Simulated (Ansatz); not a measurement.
# C₆H₈Cl₂NNb: basis-set convergence

The task here is to estimate one member of a computed series from the others.

Computed with Ansatz 0.2.0, Gaussian basis. Level: one geometry, several basis sets.

Plan: PBE0-D4/def2-SVP; ωB97M-V/def2-SVP; PBE0-D4/def2-QZVPP; ωB97M-V/def2-QZVPP; the functionals' def2-TZVPP values are taken from earlier runs.

**The relaxed structure**

The geometry comes from an earlier relaxation with PBE0-D4 in a triple-zeta def2 set; it is a stationary point, not always the lowest conformer. Nb takes the def2 core potential; no spin-orbit term is included.

18 atoms, charge 0, spin multiplicity 1.

Atoms are counted from 1 here; the program's logs count them from 0.

Bond lengths: C1–N2 1.414 Å, C1–H11 1.095 Å, C1–H12 1.095 Å, C1–H13 1.097 Å, N2–Nb3 1.745 Å, Nb3–Cl4 2.335 Å, Nb3–Cl5 2.335 Å, Nb3–C6 2.535 Å, Nb3–C7 2.470 Å, Nb3–C8 2.394 Å, Nb3–C9 2.394 Å, Nb3–C10 2.480 Å, C6–C7 1.411 Å, C6–C10 1.407 Å, C6–H14 1.080 Å, C7–C8 1.413 Å, C7–H15 1.079 Å, C8–C9 1.416 Å and more. Angles: N2–C1–H11 110.5°, N2–C1–H12 110.4°, N2–C1–H13 111.5°, H11–C1–H12 108.0°, H11–C1–H13 108.2°, H12–C1–H13 108.1°, C1–N2–Nb3 167.9°, N2–Nb3–Cl4 103.3°, N2–Nb3–Cl5 103.2°, N2–Nb3–C6 145.9°, N2–Nb3–C7 121.0°, N2–Nb3–C8 91.6°, N2–Nb3–C9 93.4°, N2–Nb3–C10 124.4°, Cl4–Nb3–Cl5 108.0°, Cl4–Nb3–C6 95.1°, Cl4–Nb3–C7 83.6°, Cl4–Nb3–C8 107.1° and more.

The first run:

in.yaml

```yaml
crystal:
  periodic: [false, false, false]
  atoms:
    - {symbol: C, position_ang: [1.764766, -2.339242, -0.434217]}
    - {symbol: N, position_ang: [1.194676, -1.090771, -0.773571]}
    - {symbol: Nb, position_ang: [0.309680, 0.409561, -0.875245]}
    - {symbol: Cl, position_ang: [-0.808074, 0.236043, -2.917533]}
    - {symbol: Cl, position_ang: [1.994977, 2.008521, -1.107414]}
    - {symbol: C, position_ang: [-1.434601, 1.894193, 0.210634]}
    - {symbol: C, position_ang: [-1.975249, 0.601899, 0.043855]}
    - {symbol: C, position_ang: [-1.219144, -0.300987, 0.824921]}
    - {symbol: C, position_ang: [-0.194491, 0.437030, 1.465248]}
    - {symbol: C, position_ang: [-0.333581, 1.791693, 1.080991]}
    - {symbol: H, position_ang: [1.538583, -3.085391, -1.203729]}
    - {symbol: H, position_ang: [2.853996, -2.253222, -0.354862]}
    - {symbol: H, position_ang: [1.380748, -2.709477, 0.524560]}
    - {symbol: H, position_ang: [-1.766883, 2.790151, -0.292026]}
    - {symbol: H, position_ang: [-2.803273, 0.340519, -0.596648]}
    - {symbol: H, position_ang: [-1.383884, -1.364448, 0.908443]}
    - {symbol: H, position_ang: [0.561030, 0.035596, 2.123646]}
    - {symbol: H, position_ang: [0.320731, 2.598342, 1.372949]}
basis:
  gaussian: {orbitals: def2-SVP}
hamiltonian: {xc: pbe0, dispersion: d4}
output: {orbitals: {seedname: orbitals}}
```

Steps of the session up to this table: PBE0-D4 in def2-SVP; ωB97M-V in def2-SVP; PBE0-D4 in def2-QZVPP; ωB97M-V in def2-QZVPP.

One table of the session follows, with a row left open; its other results are not shown here.

It belongs to the step «Density functionals: the series». 

| functional | basis | HOMO (eV) | LUMO (eV) |
| --- | --- | --- | --- |
| PBE0-D4 | def2-SVP | -7.12 | -2.09 |
| PBE0-D4 | def2-TZVPP | ? | ? |
| PBE0-D4 | def2-QZVPP | -7.12 | -2.14 |
| ωB97M-V | def2-SVP | -9.19 | -0.01 |
| ωB97M-V | def2-TZVPP | -9.20 | -0.10 |
| ωB97M-V | def2-QZVPP | -9.21 | -0.13 |

Estimate the missing values for PBE0-D4, def2-TZVPP.

The run gave: HOMO (eV): -7.11; LUMO (eV): -2.13. In the column «HOMO (eV)» it is the highest.
